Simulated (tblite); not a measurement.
# C5H10BClS: the cost of one run

Programs: PySCF 2.14.0 with density-fitted response routines of our own, and tblite 0.8.0. All values are computed, except where a source is named. Atoms count from 0 throughout.

### Step 1. The molecule as given

18 atoms, charge 0, multiplicity 1; geometry from: force field or distance geometry start.

Bonds of the start (Å): B4–Cl5 1.84, B4–S6 1.89, C0–C1 1.35, C0–H8 1.09, C0–H9 1.08, C1–C2 1.50, C1–C3 1.51, C2–H10 1.10, C2–H11 1.12, C2–H12 1.11, C3–B4 1.59, C3–H13 1.11, C3–H14 1.10, C7–H15 1.11, C7–H16 1.11, C7–H17 1.11, S6–C7 1.83.

### Step 2. GFN2-xTB relaxation, start minimum

Job settings and geometry (Å):

```
{"job": {"xc": "GFN2-xTB", "basis": "xTB", "kind": "relax"}, "charge": 0, "multiplicity": 1}
C     -0.464200     0.451800     1.927600
C     -0.936800     0.444700     0.658000
C     -1.947900    -0.589900     0.268900
C     -0.424300     1.452800    -0.345700
B      1.021200     1.038600    -0.869500
Cl     2.439900     2.189500    -0.646200
S      1.252300    -0.518200    -1.919100
C      1.853800    -1.530200    -0.521500
H     -0.826000    -0.267900     2.660200
H      0.264700     1.182100     2.246600
H     -1.561700    -1.609000     0.443700
H     -2.886700    -0.449500     0.864100
H     -2.219100    -0.498200    -0.800900
H     -0.378100     2.453600     0.123700
H     -1.113400     1.519200    -1.205000
H      2.094900    -2.546800    -0.889400
H      2.762200    -1.080800    -0.080700
H      1.060600    -1.635400     0.251200
```

Run with:

```sh
$ OMP_NUM_THREADS=1 python ens_run.py task.json out
```

One launch serves the whole session.

Q: Estimate the wall time of this first job on 1 thread of Arm Neoverse N1, shared host.

About 2.3 s.
